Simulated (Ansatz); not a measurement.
Born–Oppenheimer molecular dynamics of a periodic cell of 28 atoms, RbBePO₄ (host RbBePO4, host structure Pna2_1). It starts from an unrelaxed structure (largest force component 0.42 eV/Å).

All numbers below come from DFT r2SCAN, scalar-relativistic, plane waves, PAW in Ansatz. Settings: accuracy low, cutoff 500 eV, k mesh 1x1x2, fermi-dirac smearing 0.05 eV, no spin polarisation.

- ensemble: NVT, Langevin thermostat
- time step: 1 fs
- steps asked: 170
- set temperature: 700 K
- friction: 0.005 /fs
- seed: 784072

First frame:

```xyz
28
Lattice="8.6500 0.0000 0.0000 0.0000 8.7391 0.0000 0.0000 0.0000 5.0625" Properties=species:S:1:pos:R:3
Rb 8.646 2.553 2.558
Rb 0.004 6.186 0.026
Rb 4.321 1.817 2.558
Rb 4.329 6.923 0.026
Be 2.788 3.558 0.004
Be 5.862 5.181 2.535
Be 7.113 0.812 0.004
Be 1.537 7.927 2.535
P 1.612 0.701 5.062
P 7.038 8.038 2.530
P 5.937 3.668 5.062
P 2.713 5.071 2.530
O 2.257 4.010 1.488
O 6.393 4.729 4.019
O 6.582 0.360 1.488
O 2.068 8.379 4.019
O 0.087 0.854 5.043
O 8.562 7.885 2.511
O 4.412 3.515 5.043
O 4.237 5.224 2.511
O 2.101 0.247 1.402
O 6.549 8.492 3.933
O 6.426 4.123 1.402
O 2.224 4.616 3.933
O 2.068 6.426 2.171
O 6.582 2.313 4.702
O 6.393 6.683 2.171
O 2.257 2.056 4.702
```

Task: What does the run give?

Result: The run went to its last step.

| Property | Result |
| --- | --- |
| steps done | 170 |
| time covered | 170 fs |
| mean temperature over the second half | 502 K |
| spread of the potential energy over the second half | 7.8 meV per atom |
| mean potential energy of the second half above the start | 69.8 meV per atom |

The mean temperature of the second half is 28 % below the set value. A run of 0.17 ps of so small a system gives no equilibrium averages. Limits of this set-up: coarse k mesh, low accuracy level.

Task: What happens to the structure?

Result: Mean squared displacements from the first frame to the last, about the centre of mass: Rb 0.05 Å², Be 0.03 Å², P 0.03 Å², O 0.09 Å². This is one draw of velocities; another would differ in detail.

Task: How do temperature and energy run in time?

Result: 
```
time (fs)  T (K)  potential energy less start (eV)
        0    675                             0.000
        8    439                             1.100
       16    493                             1.069
       24    435                             1.538
       32    449                             1.540
       40    406                             1.950
       48    487                             1.526
       56    470                             1.750
       64    574                             1.510
       72    520                             1.660
       80    574                             1.687
       88    395                             2.360
       96    456                             2.066
      104    347                             2.178
      112    439                             1.994
      120    476                             1.959
      128    571                             1.895
      136    564                             1.960
      144    556                             1.908
      152    694                             1.371
      160    456                             2.041
      168    533                             1.739
```

Time of the run: 15 min on 2 threads of Intel(R) Xeon(R) Platinum 8488C (Sapphire Rapids), with other jobs on the host, peak memory 1.2 GiB.
